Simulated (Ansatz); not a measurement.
# H3C18N: the cost of one run

Program: Ansatz 0.2.0. Level of theory: DFT PBE+D3(BJ), plane waves, PAW, scalar-relativistic, no spin polarisation. These are calculated values, not measurements.

**1. The structure to begin with**

The cell holds 22 atoms (C18H3N): a = 7.398 Å, b = 7.398 Å, c = 12.000 Å, α = 90.00°, β = 90.00°, γ = 120.00°.

The coordinates stand in the first input below.

**2. Relaxing end A**

Contents of input.yaml:

```yaml
crystal:
  lattice:
    - [7.398, 0.0, 0.0]
    - [-3.699, 6.406856, 0.0]
    - [0.0, 0.0, 12.0]
  atoms:
    - { symbol: C, position: [0.0, 0.0, 0.0833333] }
    - { symbol: C, position: [0.2222222, 0.1111111, 0.0833333] }
    - { symbol: C, position: [0.0, 0.3333333, 0.0833333] }
    - { symbol: C, position: [0.2222222, 0.4444444, 0.0833333] }
    - { symbol: C, position: [0.0, 0.6666667, 0.0833333] }
    - { symbol: C, position: [0.2222222, 0.7777778, 0.0833333] }
    - { symbol: C, position: [0.3333333, 0.0, 0.0833333] }
    - { symbol: C, position: [0.5555556, 0.1111111, 0.0833333] }
    - { symbol: C, position: [0.3333333, 0.3333333, 0.0833333] }
    - { symbol: C, position: [0.5555556, 0.4444444, 0.0833333] }
    - { symbol: C, position: [0.3333333, 0.6666667, 0.0833333] }
    - { symbol: C, position: [0.5555556, 0.7777778, 0.0833333] }
    - { symbol: C, position: [0.6666667, 0.0, 0.0833333] }
    - { symbol: C, position: [0.8888889, 0.1111111, 0.0833333] }
    - { symbol: C, position: [0.6666667, 0.3333333, 0.0833333] }
    - { symbol: C, position: [0.8888889, 0.4444444, 0.0833333] }
    - { symbol: C, position: [0.6666667, 0.6666667, 0.0833333] }
    - { symbol: C, position: [0.8888889, 0.7777778, 0.0833333] }
    - { symbol: "N", position: [0.5375333, 0.0395558, 0.2025] }
    - { symbol: H, position: [0.6842385, 0.1145766, 0.2341667] }
    - { symbol: H, position: [0.4625208, 0.110695, 0.2341667] }
    - { symbol: H, position: [0.4658406, -0.1066043, 0.2341667] }
basis:
  ecutwfc: 420.0
kpoints:
  mp_grid: { grid: [2, 2, 1] }
hamiltonian:
  xc: pbe
  dispersion: d3bj
scf:
  occupations: { method: gaussian, width: 0.05 }
  lower_state_search: "off"
relax:
  f_tol: 0.03
  max_steps: 60
  adjacent_minimum: "off"
```

Started as:

```console
$ ansatz run input.yaml --threads 1 --pin off --max-ram 3072MiB --backend cpu --events-out ev --progress --plain --runs-dir out
```

Q: Estimate wall time and peak memory on 1 thread of Arm Neoverse V1, shared host.

About 3.6 min, with a peak of 0.65 GiB.
